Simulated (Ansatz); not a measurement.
# NaLaMnMoO6 (P2_1) in Ansatz: relaxation of cell and atoms with PBEsol

Aim: the relaxation of cell and atoms of NaLaMnMoO6 with PBEsol.

Everything below comes from runs of Ansatz 0.2.0. Logs are shortened: lines on timing, memory, paths and dates and some standing lists are left out, and cuts for length are marked.

### 1 The crystal as given

Symmetry: P2_1, No. 4, monoclinic system. Conventional cell: a = 5.557 Å, b = 5.598 Å, c = 8.025 Å, α = 90.00°, β = 90.44°, γ = 90.00°. Na (site symmetry 1) has 4 O at 2.36 to 2.63 Å as nearest neighbours. La (site symmetry 1) has 8 O at 2.40 to 2.69 Å as nearest neighbours. Mn (site symmetry 1) is surrounded by 6 O at 2.07 to 2.20 Å. Mo (site symmetry 1) is surrounded by 5 O at 1.83 to 2.03 Å. O (site symmetry 1) is surrounded by 1 Mo at 1.83 Å and 1 Mn at 2.08 Å. Around O (site symmetry 1) lie 1 Mo at 1.87 Å. O (site symmetry 1) is surrounded by 1 Mo at 1.91 Å and 1 Mn at 2.08 Å. O (site symmetry 1) is surrounded by 1 Mo at 2.03 Å and 1 Mn at 2.07 Å.

The cell was built by a generator and needn't be a form met in nature.

### 2 Relaxation of cell and atoms, PBEsol, collinear spin, ferromagnetic start

input.yaml

```yaml
crystal:
  lattice:
    - [5.55735, 0.0, 0.00053]
    - [0.0, 5.59794, 0.0]
    - [-0.0629, 0.0, 8.02462]
  atoms:
    - { symbol: Na, position: [0.75008, 0.51572, 0.49924] }
    - { symbol: Na, position: [0.24992, 0.01572, 0.50076] }
    - { symbol: La, position: [0.25715, 0.95896, 0.99937] }
    - { symbol: La, position: [0.74285, 0.45896, 0.00063] }
    - { symbol: Mn, position: [0.24767, 0.48762, 0.25607], spin: 4.0 }
    - { symbol: Mn, position: [0.75233, 0.98762, 0.74393], spin: 4.0 }
    - { symbol: Mo, position: [0.75559, 0.99666, 0.2709], spin: 1.0 }
    - { symbol: Mo, position: [0.24441, 0.49666, 0.7291], spin: 1.0 }
    - { symbol: O, position: [0.67335, 0.9783, 0.49061] }
    - { symbol: O, position: [0.03402, 0.81017, 0.27726] }
    - { symbol: O, position: [0.93353, 0.2891, 0.28026] }
    - { symbol: O, position: [0.47817, 0.20966, 0.19922] }
    - { symbol: O, position: [0.54435, 0.73563, 0.20079] }
    - { symbol: O, position: [0.82956, 0.01818, 0.00392] }
    - { symbol: O, position: [0.32665, 0.4783, 0.50939] }
    - { symbol: O, position: [0.96598, 0.31017, 0.72274] }
    - { symbol: O, position: [0.06647, 0.7891, 0.71974] }
    - { symbol: O, position: [0.52183, 0.70966, 0.80078] }
    - { symbol: O, position: [0.45565, 0.23563, 0.79921] }
    - { symbol: O, position: [0.17044, 0.51818, 0.99608] }
hamiltonian:
  xc: pbesol
  pseudopotentials: { kind: paw }
magnetization:
  spin_polarized: true
kpoints:
  mp_grid: { grid: [4, 4, 3] }
scf:
  occupations: { method: fermi_dirac, width: 0.05 }
output:
  forces: true
  stress: true
  eigenvalues: true
relax:
  f_tol: 0.01
  max_steps: 40
  cell: { stress_tol: 0.05 }
```

Potentials or basis: Ansatz PAW.

Launch:

```console
$ ansatz run input.yaml --threads 8 --pin off --max-ram 20480MiB --backend cpu --events-out ev --progress --plain --runs-dir out
```

What it wrote:

```text
Warning: RAYON_NUM_THREADS=8 ignored (pool sized by the plan → 8); use --threads N
Engine: ansatz 0.2.0, aarch64-unknown-linux-gnu
Pseudopotentials: kind: paw
Pseudopotential: Na, paw, valence charge 9, recommended cutoff 420 eV (normal), Na.paw.azcp
Pseudopotential: La, paw, valence charge 11, recommended cutoff 420 eV (normal), La.paw.azcp
Pseudopotential: Mn, paw, valence charge 15, recommended cutoff 420 eV (normal), Mn.paw.azcp
Pseudopotential: Mo, paw, valence charge 14, recommended cutoff 420 eV (normal), Mo.paw.azcp
Pseudopotential: O, paw, valence charge 6, recommended cutoff 420 eV (normal), O.paw.azcp
Functional definition: PBEsol
  exchange = pbesol_x
  correlation = pbesol_c
Crystal: 20 atoms, lattice volume = 249.644 Å³
Basis set: ecut = 420 eV, 4887 PW (Γ), exchange–correlation on 80×80×108 points (8 copies of the dense FFT grid, shifted against one another)
Bands: 110, of which v1, the nominal top of the filled ones, is band 85 counted from 1 (84 counted from 0)
Symmetry: 2 space group operations
Space group: P21 (ITA 4), of the structure as read, at distance tolerance 6.3e-5 Å
Magnetic group: BNS 4.7 (UNI 14), of the structure as read, at distance tolerance 6.3e-5 Å
k-points: 21 of 48 (time reversal used)
Non-local potential: Na, projectors of the file, l = 0: 3, l = 1: 2, l = 2: 1
[... 358 lines left out ...]
  k-point 2 ↑: bands = ["-69.5812", "-69.5812", "-51.6167", "-51.6166", "-39.7096", "-39.7089", "-38.4811", "-38.4811", "-38.4388", "-38.4388", "-38.4301", "-38.4301", "-25.8762", "-25.8755", "-25.8213", "-25.8212", "-25.8018", "-25.8016", "-20.1457", "-20.0440", "-11.8305", "-11.8255", "-11.8187", "-11.8114", "-11.8015", "-11.7973", "-8.0306", "-7.8853", "-7.6294", "-7.4642", "-7.3285", "-7.2332", "-7.0495", "-7.0198", "-6.8578", "-6.7138", "-6.6376", "-6.6346", "-3.7561", "-3.6901", "-3.6139", "-3.3342", "-3.2013", "-3.1474", "4.0007", "4.3530", "4.6801", "4.7105", "4.7865", "4.8125", "5.0228", "5.2002", "5.3055", "5.3596", "5.5627", "5.6897", "6.1039", "6.2841", "6.3792", "6.4154", "6.5821", "6.7325", "6.9006", "7.3560", "7.3987", "7.5615", "7.5741", "7.7189", "7.8186", "7.9058", "7.9787", "8.2093", "8.2697", "8.3676", "8.4551", "8.5591", "8.5850", "8.8534", "8.9192", "8.9921", "9.5472", "9.6378", "9.7661", "9.7908", "10.1147", "10.1850", "11.0775", "11.2673", "11.4457", "11.5131", "12.4323", "12.5006", "12.5419", "12.7938", "12.9026", "12.9273", "14.6613", "14.6946", "14.7242", "14.7659", "14.7810", "14.7957", "14.8287", "14.8769", "14.9349", "14.9637", "14.9670", "14.9775", "15.0121", "15.1234"]
  k-point 20 ↓: bands = ["-65.2335", "-65.2335", "-51.3538", "-51.3538", "-39.7092", "-39.7092", "-34.2648", "-34.2648", "-34.1683", "-34.1683", "-34.1496", "-34.1496", "-25.5878", "-25.5878", "-25.5529", "-25.5529", "-25.5126", "-25.5126", "-20.0817", "-20.0817", "-11.8386", "-11.8386", "-11.8121", "-11.8121", "-11.7952", "-11.7952", "-8.0938", "-8.0938", "-7.4259", "-7.4259", "-7.1556", "-7.1556", "-6.9675", "-6.9675", "-6.7055", "-6.7055", "-6.4549", "-6.4549", "-3.6990", "-3.6990", "-3.3281", "-3.3281", "-2.8179", "-2.8179", "4.2149", "4.2149", "4.9038", "4.9038", "5.0043", "5.0043", "5.5237", "5.5237", "5.6577", "5.6577", "5.8721", "5.8721", "6.5668", "6.5668", "6.6599", "6.6599", "7.0928", "7.0928", "7.2593", "7.2593", "7.4105", "7.4105", "7.7486", "7.7486", "7.8733", "7.8733", "8.1439", "8.1439", "8.3611", "8.3611", "8.5973", "8.5973", "8.7365", "8.7365", "9.1357", "9.1357", "12.1700", "12.1700", "12.7030", "12.7030", "12.8307", "12.8307", "13.4608", "13.4608", "13.5363", "13.5363", "13.7388", "13.7388", "14.4881", "14.4881", "14.6442", "14.6442", "14.6913", "14.6913", "14.8246", "14.8246", "14.8459", "14.8459", "14.8989", "14.8989", "14.9439", "14.9439", "15.0302", "15.0302", "15.0812", "15.0812"]
--- Relaxed structure (13 steps of the walk, 12 accepted, 2 SCFs on fresh bases) ---
  F+E_penalty+E_count = -39553.03898412 eV   max|allowed force component| = 4.088e-3 eV/Å   (the final SCF, on the basis selected at the relaxed cell)
  cell:  # Å, volume = 237.0556 Å³
    - [5.493037815933699, -7.024692332102562e-19, 0.0036936401769250126]
    - [-7.103027932900502e-19, 5.503382358244375, 2.8340771572546444e-17]
    - [-0.05758645360848777, 4.0634340564955244e-17, 7.841619198973222]
  atoms:
    - { symbol: Na, position: [0.7506879616745977, 0.5153780517219492, 0.4999869810784705] }
    - { symbol: Na, position: [0.24931203832540222, 0.015378051721949115, 0.5000130189215297] }
    - { symbol: La, position: [0.2555048681957536, 0.9655928010567432, 0.9993177994940431] }
    - { symbol: La, position: [0.7444951318042466, 0.46559280105674294, 0.0006822005059572487] }
    - { symbol: Mn, position: [0.24775654614541393, 0.491894820469274, 0.25601096878397267] }
    - { symbol: Mn, position: [0.7522434538545859, 0.9918948204692741, 0.7439890312160273] }
    - { symbol: Mo, position: [0.7542373900486433, 0.997120327432321, 0.2701195071315727] }
    - { symbol: Mo, position: [0.24576260995135635, 0.4971203274323206, 0.7298804928684274] }
    - { symbol: O, position: [0.6760080337865029, 0.9787386550680667, 0.4961844575289211] }
    - { symbol: O, position: [0.034658997511084526, 0.8029918407255131, 0.27438172746865797] }
    - { symbol: O, position: [0.9412321507251303, 0.2894053303490544, 0.276794358041078] }
    - { symbol: O, position: [0.47943590452379603, 0.2145124661434516, 0.20194175303049985] }
    - { symbol: O, position: [0.5368660217152811, 0.7333778728822333, 0.2032474740621568] }
    - { symbol: O, position: [0.8210856276352592, 0.010987834151395339, 0.001983905819888874] }
    - { symbol: O, position: [0.3239919662134972, 0.4787386550680665, 0.5038155424710792] }
    - { symbol: O, position: [0.9653410024889155, 0.3029918407255132, 0.7256182725313421] }
    - { symbol: O, position: [0.058767849274869055, 0.7894053303490547, 0.723205641958922] }
    - { symbol: O, position: [0.520564095476204, 0.7145124661434517, 0.7980582469695002] }
    - { symbol: O, position: [0.4631339782847189, 0.23337787288223297, 0.7967525259378435] }
    - { symbol: O, position: [0.17891437236474067, 0.5109878341513954, 0.9980160941801115] }
```

Run time: 8.7 min. Hardware: 8 threads of Arm Neoverse V2, shared host; peak memory 2.1 GiB.

Results:

```yaml
Free_energy: -39553.0390 eV
Relaxed_volume: 11.85 Å³/atom
Relaxed_cell: a = 5.493 Å, b = 5.503 Å, c = 7.842 Å, α = 90.00°, β = 90.38°, γ = 90.00°
Space_group_after_relaxing_to_0.05_Å: P2_1 (No. 4)
Energy_gained_by_relaxing: 10.8 meV/atom
Ionic_steps: 14
Pressure_after_relaxing: 0.0 GPa
Largest_force_after_relaxing: 0.004 eV/Å
Band_gap_on_the_k_mesh: none (metal or under the smearing width)
Net_moment: 9.52 μB per cell
Absolute_moment: 9.60 μB per cell
Site_moments: Na +0.00; La +0.01; Mn +3.50; Mo +0.20; O +0.03, +0.04, +0.05, +0.06 μB
```

Forces in eV/Å, atoms in the order of the input:
```
Na   0.000  0.001  0.000
Na   0.000  0.001  0.000
La   0.001  0.000  0.001
La  -0.001  0.000 -0.001
Mn  -0.002  0.000 -0.002
Mn   0.002  0.000  0.002
Mo   0.004 -0.001 -0.001
Mo  -0.004 -0.001  0.001
O   -0.001 -0.002  0.002
O    0.000  0.001  0.001
O   -0.001  0.001  0.001
O   -0.001  0.000 -0.001
O    0.000  0.000 -0.001
O   -0.002  0.001 -0.002
O    0.001 -0.002 -0.002
O    0.000  0.001 -0.001
O    0.001  0.001 -0.001
O    0.001  0.000  0.001
O    0.000  0.000  0.001
O    0.002  0.001  0.002
```

The path:
```
step  energy change (eV)  largest force (eV/Å)  volume (Å³)
   1              0.0000                0.1723       249.64
   2             -0.1643                0.3653       239.71
   3             -0.2118                0.1887       240.41
   4             -0.2309                0.1223       239.48
   5             -0.2451                0.1546       238.02
   6             -0.2481                0.0574       238.00
   7             -0.2510                0.0408       237.76
   8             -0.2514                0.0121       237.77
   9             -0.2157                0.0121       237.77
  10             -0.2199                0.0374       236.76
  11             -0.2192                0.0226       237.03
  12             -0.2189                0.0165       237.13
  13             -0.2192                0.0045       237.06
  14             -0.2166                0.0045       237.06
```

Final structure:
```cif
data_structure
_symmetry_space_group_name_H-M 'P 1'
_symmetry_Int_Tables_number 1
_cell_length_a 5.4930
_cell_length_b 5.5034
_cell_length_c 7.8418
_cell_angle_alpha 90.000
_cell_angle_beta 90.382
_cell_angle_gamma 90.000
_cell_volume 237.06
loop_
_atom_site_label
_atom_site_type_symbol
_atom_site_fract_x
_atom_site_fract_y
_atom_site_fract_z
_atom_site_occupancy
Na1 Na 0.75069 0.51538 0.49999 1
Na2 Na 0.24931 0.01538 0.50001 1
La1 La 0.25550 0.96559 0.99932 1
La2 La 0.74450 0.46559 0.00068 1
Mn1 Mn 0.24776 0.49189 0.25601 1
Mn2 Mn 0.75224 0.99189 0.74399 1
Mo1 Mo 0.75424 0.99712 0.27012 1
Mo2 Mo 0.24576 0.49712 0.72988 1
O1 O 0.67601 0.97874 0.49618 1
O2 O 0.03466 0.80299 0.27438 1
O3 O 0.94123 0.28941 0.27679 1
O4 O 0.47944 0.21451 0.20194 1
O5 O 0.53687 0.73338 0.20325 1
O6 O 0.82109 0.01099 0.00198 1
O7 O 0.32399 0.47874 0.50382 1
O8 O 0.96534 0.30299 0.72562 1
O9 O 0.05877 0.78941 0.72321 1
O10 O 0.52056 0.71451 0.79806 1
O11 O 0.46313 0.23338 0.79675 1
O12 O 0.17891 0.51099 0.99802 1
```

Levels at points of the mesh, in eV from the Fermi level:
Spin up:
| k point | band 88 | band 89 | band 90 | band 91 | band 92 | band 93 |
| --- | --- | --- | --- | --- | --- | --- |
| (0.00, 0.00, 0.00) | -0.98 | -0.82 | -0.30 | 0.50 | 0.78 | 0.79 |
| (0.00, -0.50, 0.00) | -0.59 | -0.22 | -0.22 | 0.50 | 0.50 | 0.72 |
| (-0.50, 0.00, 0.00) | -0.42 | -0.38 | -0.28 | 0.38 | 0.54 | 0.59 |
| (-0.50, -0.50, 0.00) | -0.87 | -0.31 | -0.31 | 0.62 | 0.62 | 0.72 |
Spin down:
```
             k point  band 76  band 77  band 78  band 79  band 80  band 81  band 82  band 83  band 84  band 85
  (0.00, 0.00, 0.00)    -2.95    -2.87    -2.77    -2.73    -2.72    -0.18    -0.08     0.02     0.05     0.96
 (0.00, -0.50, 0.00)    -3.24    -3.19    -3.19    -2.80    -2.80     0.34     0.34     0.66     0.66     0.74
 (-0.50, 0.00, 0.00)    -3.20    -3.11    -2.99    -2.80    -2.61     0.23     0.30     0.55     0.64     0.64
(-0.50, -0.50, 0.00)    -3.24    -3.10    -3.10    -2.69    -2.69     0.01     0.01     0.83     0.83     1.02
```

Caveat: the magnetic or orbital state may not be the lowest; the plane-wave basis is chosen anew once the cell has moved, so the energies of steps on either side of that aren't comparable; the pressure holds a Pulay correction of +0.6 GPa for the finite cutoff; semilocal functionals often make such compounds metallic where correlation or magnetic order opens a gap, which also shifts bond lengths; only a ferromagnetic start was run, and an antiferromagnetic order may lie lower in energy; the PAW data sets come from PBE, with cores solved anew for the run's functional, which leaves a small shift of forces and pressure.
